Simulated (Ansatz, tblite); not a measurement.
**Al10P10 zinc blende bond sphere (Al10P10H30): spin-state energies by level**

Is the singlet the ground state of Al10P10 zinc blende bond sphere (Al10P10H30)? Other spin states are computed and compared level by level.

Method: as each input shows; program: Ansatz 0.2.0, Gaussian basis.

Levels to be run: triplet, at the geometry of the singlet (GFN1-xTB, GFN2-xTB, PBE0-D4/def2-SVP, PBE-D4/def2-SVP); the singlet's energies come from earlier runs.

### Step 1. The relaxed structure

The geometry is that of the singlet, from an earlier relaxation (r2SCAN-D4/def2-SVP).

50 atoms, charge 0, spin multiplicity 1.

Bond lengths: Al1–P11 2.430 Å, Al1–P12 2.408 Å, Al1–P13 2.381 Å, Al1–H21 1.588 Å, Al2–P11 2.478 Å, Al2–P14 2.428 Å, Al2–H22 1.585 Å, Al2–H23 1.599 Å, Al3–P13 2.380 Å, Al3–P15 2.410 Å, Al3–P16 2.428 Å, Al3–H24 1.587 Å, Al4–P14 2.407 Å, Al4–P15 2.454 Å, Al4–H25 1.589 Å, Al4–H26 1.600 Å, Al5–P12 2.454 Å, Al5–P17 2.410 Å and more. Angles: P11–Al1–P12 97.6°, P11–Al1–P13 107.9°, P11–Al1–H21 111.7°, P12–Al1–P13 106.4°, P12–Al1–H21 116.4°, P13–Al1–H21 115.1°, P11–Al2–P14 101.8°, P11–Al2–H22 110.1°, P11–Al2–H23 101.0°, P14–Al2–H22 113.9°, P14–Al2–H23 105.4°, H22–Al2–H23 122.2°, P13–Al3–P15 106.9°, P13–Al3–P16 107.9°, P13–Al3–H24 115.3°, P15–Al3–P16 97.0°, P15–Al3–H24 115.9°, P16–Al3–H24 112.1° and more.

### Step 2. Triplet at the fixed geometry, GFN1-xTB

Tight binding, by tblite at 300 K electronic temperature and without a spin-polarisation term:

```python
tblite.interface.Calculator('GFN1-xTB', numbers, positions, charge=0, uhf=2).singlepoint()
```

Energy -1516.0783 eV; 0.71 s.

### Step 3. Triplet at the fixed geometry, GFN2-xTB

Tight binding, by tblite at 300 K electronic temperature and without a spin-polarisation term:

```python
tblite.interface.Calculator('GFN2-xTB', numbers, positions, charge=0, uhf=2).singlepoint()
```

Energy -1397.9965 eV; 0.75 s.

### Step 4. Triplet at the fixed geometry, PBE0-D4/def2-SVP

The input, in.yaml:

```yaml
crystal:
  periodic: [false, false, false]
  atoms:
    - {symbol: Al, position_ang: [-1.981725, -2.221523, -0.595406]}
    - {symbol: Al, position_ang: [-2.446906, 1.158070, -3.502348]}
    - {symbol: Al, position_ang: [-2.246858, 0.589959, 1.958379]}
    - {symbol: Al, position_ang: [-1.999948, 3.640622, -0.670572]}
    - {symbol: Al, position_ang: [0.663707, -2.052992, -3.609585]}
    - {symbol: Al, position_ang: [0.607178, -1.969355, 2.216731]}
    - {symbol: Al, position_ang: [3.483031, -2.459434, -1.176056]}
    - {symbol: Al, position_ang: [0.679369, 0.692563, -0.686386]}
    - {symbol: Al, position_ang: [1.137979, 3.453180, 2.516843]}
    - {symbol: Al, position_ang: [3.627454, 0.689817, 1.996436]}
    - {symbol: P, position_ang: [-3.032090, -0.985395, -2.405263]}
    - {symbol: P, position_ang: [-0.419396, -3.476920, -1.929575]}
    - {symbol: P, position_ang: [-0.691101, -0.686183, 0.687302]}
    - {symbol: P, position_ang: [-0.768685, 2.047958, -1.990335]}
    - {symbol: P, position_ang: [-3.453300, 1.978813, 0.401133]}
    - {symbol: P, position_ang: [-1.024119, 2.374239, 3.060692]}
    - {symbol: P, position_ang: [1.969802, -0.769836, -2.043011]}
    - {symbol: P, position_ang: [2.419485, -3.025390, 0.988252]}
    - {symbol: P, position_ang: [1.979679, -0.416525, 3.443920]}
    - {symbol: P, position_ang: [2.015573, 2.000116, 0.779428]}
    - {symbol: H, position_ang: [-3.041380, -3.066973, 0.231084]}
    - {symbol: H, position_ang: [-1.910943, 0.891185, -4.970223]}
    - {symbol: H, position_ang: [-3.768208, 2.014301, -3.220859]}
    - {symbol: H, position_ang: [-3.135600, -0.243211, 2.975919]}
    - {symbol: H, position_ang: [-2.810478, 4.678501, -1.558945]}
    - {symbol: H, position_ang: [-1.194966, 4.093876, 0.636119]}
    - {symbol: H, position_ang: [-0.653356, -1.282397, -4.089614]}
    - {symbol: H, position_ang: [1.571419, -2.873531, -4.621607]}
    - {symbol: H, position_ang: [-0.212680, -3.018439, 3.080985]}
    - {symbol: H, position_ang: [3.156820, -3.777767, -2.021320]}
    - {symbol: H, position_ang: [4.967485, -1.954258, -0.942747]}
    - {symbol: H, position_ang: [0.896990, 4.952480, 2.061742]}
    - {symbol: H, position_ang: [1.985958, 3.091944, 3.824455]}
    - {symbol: H, position_ang: [4.094155, -0.603105, 1.178399]}
    - {symbol: H, position_ang: [4.655624, 1.585926, 2.809906]}
    - {symbol: H, position_ang: [-3.257267, -1.954353, -3.419422]}
    - {symbol: H, position_ang: [-4.381326, -0.863727, -1.965253]}
    - {symbol: H, position_ang: [-1.180102, -4.499792, -2.555862]}
    - {symbol: H, position_ang: [0.421554, -4.292426, -1.129741]}
    - {symbol: H, position_ang: [0.101965, 2.836922, -2.795282]}
    - {symbol: H, position_ang: [-4.288197, 1.220645, -0.459138]}
    - {symbol: H, position_ang: [-4.461555, 2.617584, 1.170700]}
    - {symbol: H, position_ang: [-1.989069, 3.395618, 3.271915]}
    - {symbol: H, position_ang: [-0.934295, 1.922090, 4.408242]}
    - {symbol: H, position_ang: [2.762803, 0.085944, -2.859433]}
    - {symbol: H, position_ang: [2.010652, -4.386914, 0.903296]}
    - {symbol: H, position_ang: [3.443830, -3.200202, 1.956907]}
    - {symbol: H, position_ang: [2.626130, -1.192101, 4.442193]}
    - {symbol: H, position_ang: [1.213992, 0.424583, 4.290993]}
    - {symbol: H, position_ang: [2.790911, 2.835822, -0.073986]}
basis:
  gaussian: {orbitals: def2-SVP, fitting: {mean_field: def2-universal-jkfit}}
magnetization: {spin_polarized: true, initial_magnetization: 2}
hamiltonian: {xc: pbe0, dispersion: d4}
scf: {omitted_lower_state_checks: [starts]}
output: {orbitals: {seedname: orbitals}}
```

Launch:

```
$ ansatz run in.yaml --threads 2 --pin off --events-out ev --progress --plain --max-ram 22528MiB --backend cuda --devices 0, --max-vram 18GiB
```

Standard output:

```text
Functional definition: PBE0
  name "PBE0"
  cite "Adamo & Barone, J. Chem. Phys. 110, 6158 (1999) doi:10.1063/1.478522"
  cite "Perdew, Burke & Ernzerhof, Phys. Rev. Lett. 77, 3865 (1996) doi:10.1103/PhysRevLett.77.3865"
  parent pbe
  parameter a = 0.25
  parameter kappa = 0.804
  parameter beta = 0.06672455060314922
  exchange = (1 - a)*pbe_x(kappa = kappa, mu = beta*pi^2/3) + a*exact_x
  correlation = pbe_c(beta = beta)
these checks for a lower state are left out or cut short: starts
3100 factors; integrals over basis functions are off by at most 3.4e-1 eV
mean field evaluation 1: about -159233.9484 eV, gradient 2.1e1 eV
mean field evaluation 2: about -159233.5178 eV, gradient 2.2e1 eV
mean field evaluation 4: about -159237.6356 eV, gradient 4.3e0 eV
mean field evaluation 8: about -159237.7992 eV, gradient 4.4e-1 eV
mean field evaluation 16: about -159237.8133 eV, gradient 5.7e-2 eV
mean field evaluation 32: about -159237.8282 eV, gradient 1.6e-2 eV
mean field -159237.82891781 eV, -5851.8822774523 hartree, gradient 4.7e-6 eV, S^2 2.005205; 0 other end points of the search recorded, 0 dependent functions left out
reference -159237.82899425 eV, -5851.8822802616 hartree; 156, 154 occupied and 354, 356 virtual orbitals, 3100 factors
Total energy: -159240.96353148 eV, -5851.9974723799 hartree
Checks for a lower state left out: starts
```

Wall time 36 s (1 × H100 (card shared with other runs) with 2 threads of AMD EPYC 7R13, shared host); peak host memory 1.3 GiB.

From the report: HOMO -2.52 eV, LUMO -6.46 eV (over both spins; with the spin held, an empty level of the minority spin lies below the top filled one); ⟨S²⟩ 2.005 (pure: 2.00).

### Step 5. Triplet at the fixed geometry, PBE-D4/def2-SVP

start.molden holds the orbitals of an earlier run on this state, given as this run's starting guess.

Changes to in.yaml since step 4:

```diff
@@ -54,5 +54,5 @@
 basis:
-  gaussian: {orbitals: def2-SVP, fitting: {mean_field: def2-universal-jkfit}}
+  gaussian: {orbitals: def2-SVP, fitting: {mean_field: def2-universal-jkfit}, initial_orbitals: start.molden}
 magnetization: {spin_polarized: true, initial_magnetization: 2}
-hamiltonian: {xc: pbe0, dispersion: d4}
+hamiltonian: {xc: pbe, dispersion: d4}
 scf: {omitted_lower_state_checks: [starts]}
```

The command is unchanged.

Standard output:

```text
Functional definition: PBE
  name "PBE"
  cite "Perdew, Burke & Ernzerhof, Phys. Rev. Lett. 77, 3865 (1996) doi:10.1103/PhysRevLett.77.3865"
  parent pbe
  parameter kappa = 0.804
  parameter beta = 0.06672455060314922
  exchange = pbe_x(kappa = kappa, mu = beta*pi^2/3)
  correlation = pbe_c(beta = beta)
these checks for a lower state are left out or cut short: starts
3100 factors; integrals over basis functions are off by at most 3.4e-1 eV
mean field evaluation 1: about -159221.4836 eV, gradient 9.9e0 eV
mean field evaluation 2: about -159221.9095 eV, gradient 5.9e-1 eV
mean field evaluation 4: about -159221.9454 eV, gradient 5.2e-1 eV
mean field evaluation 8: about -159221.9530 eV, gradient 4.2e-3 eV
mean field evaluation 16: about -159221.9530 eV, gradient 9.5e-5 eV
mean field -159221.95296790 eV, -5851.2988470544 hartree, gradient 2.0e-6 eV, S^2 2.001567; 0 other end points of the search recorded, 0 dependent functions left out
reference -159221.95307056 eV, -5851.2988508269 hartree; 156, 154 occupied and 354, 356 virtual orbitals, 3100 factors
Total energy: -159225.38317950 eV, -5851.4249050057 hartree
Checks for a lower state left out: starts
```

Wall time 14 s (1 × H100 (card shared with other runs) with 2 threads of AMD EPYC 7R13, shared host); peak host memory 1.3 GiB.

HOMO -2.25 eV, LUMO -6.43 eV (over both spins; with the spin held, an empty level of the minority spin lies below the top filled one); ⟨S²⟩ 2.002 (pure: 2.00).

### Step 6. Triplet less singlet, vertical

The singlet's energies are those of its earlier runs, whose logs aren't repeated here.

```csv
level,"triplet less singlet, vertical (kJ/mol)",time
GFN1-xTB,+377.7,1.1 s
GFN2-xTB,+304.0,1.1 s
PBE-D4/def2-SVP,+401.1,21 s
PBE0-D4/def2-SVP,+481.4,43 s
```

Times add the two runs; a level without a time comes out of a correlated run. Tight binding without a spin term can't rank spin states.

### Step 7. Summary of results

```
                                               quantity                                       value
triplet less singlet, vertical, functionals in def2-SVP  +401.1 (PBE-D4) to +481.4 kJ/mol (PBE0-D4)
```

In words: All functionals put the triplet above the singlet, over a spread of 80.3 kJ/mol. The checks for a lower triplet were left out, so another state of that spin may lie lower. These are electronic energies, without zero-point motion, entropy or surroundings.
